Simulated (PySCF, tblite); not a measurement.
# C9H8F2: infrared bands and NMR shifts

Wanted: the infrared bands and NMR shifts of C9H8F2 (`C=Cc1cc(CF)ccc1F`), by calculation.

The runs use tblite 0.8.0 and PySCF 2.14.0, with density-fitted response routines of our own; the level of theory stands in each step. All values are computed, except where a source is named. Atoms are numbered from 0 throughout.

### Step 1. The molecule as given

19 atoms, charge 0, multiplicity 1; geometry from: GFN2-xTB.

Bonds of the start (Å): C0–C1 1.33, C1–C2 1.46, C2–C3 1.39, C3–C4 1.39, C4–C5 1.50, C5–F6 1.37, C4–C7 1.39, C7–C8 1.38, C8–C9 1.38, C9–F10 1.35, C9–C2 1.40, C0–H11 1.08, C0–H12 1.08, C1–H13 1.08, C3–H14 1.08, C5–H15 1.10, C5–H16 1.10, C7–H17 1.08, C8–H18 1.08.

### Step 2. Vibrational analysis with GFN2-xTB

The job: settings as JSON, then the geometry in Å.

```
{"job": {"kind": "ir", "xc": "GFN2-xTB", "basis": "xTB"}, "charge": 0, "multiplicity": 1}
C      2.741764     0.046530     1.612790
C      2.146636     0.845793     0.736282
C      0.867595     0.602944     0.078982
C     -0.000908    -0.426429     0.436357
C     -1.208796    -0.620194    -0.217036
C     -2.100288    -1.749098     0.225076
F     -3.225990    -1.850965    -0.549091
C     -1.577161     0.224887    -1.254728
C     -0.739072     1.258877    -1.632682
C      0.456804     1.434309    -0.967974
F      1.258307     2.450960    -1.354725
H      2.321077    -0.892706     1.928565
H      3.691110     0.307990     2.046423
H      2.633745     1.767372     0.446032
H      0.268066    -1.084875     1.247892
H     -1.580733    -2.712341     0.152359
H     -2.441302    -1.597832     1.257012
H     -2.515958     0.075610    -1.763700
H     -1.004700     1.928418    -2.435296
```

**Question.** This job is followed by: GIAO PBE0/pcSseg-1 NMR shielding, non-relativistic, gas phase. Predict these results of the whole session: strongest single infrared mode (GFN2-xTB); zero-point energy (GFN2-xTB); ¹³C shifts against TMS (PBE0/pcSseg-1); ¹H shifts against TMS (PBE0/pcSseg-1, means over atoms taken as alike); ¹⁹F shifts against CFCl3 (PBE0/pcSseg-1).

The runs gave:

| quantity | value |
| --- | --- |
| strongest single infrared mode (GFN2-xTB) | 1473 cm⁻¹, 78 km/mol |
| zero-point energy (GFN2-xTB) | 88.4 kcal/mol |
| ¹³C shifts against TMS (PBE0/pcSseg-1) | 168.9, 139.5, 135.6, 130.0, 129.8, 123.0, 122.2, 119.6, 86.4 ppm |
| ¹H shifts against TMS (PBE0/pcSseg-1, means over atoms taken as alike) | 7.75, 7.63, 7.46, 7.37, 6.17, 5.95, 5.74 ppm |
| ¹⁹F shifts against CFCl3 (PBE0/pcSseg-1) | -129.6, -265.5 ppm |

What this shows: No mode is imaginary among the 51: a minimum at this level. The strongest single mode, at 1473 cm⁻¹, is spread over many atoms; the largest shares are those of C8, C9, C2. Unscaled tight-binding wavenumbers are off by several per cent, some by more. Its intensities can rank the bands wrongly. NICS(1)zz of -25 ppm above the planar ring from C2 marks a diatropic (aromatic) ring current.
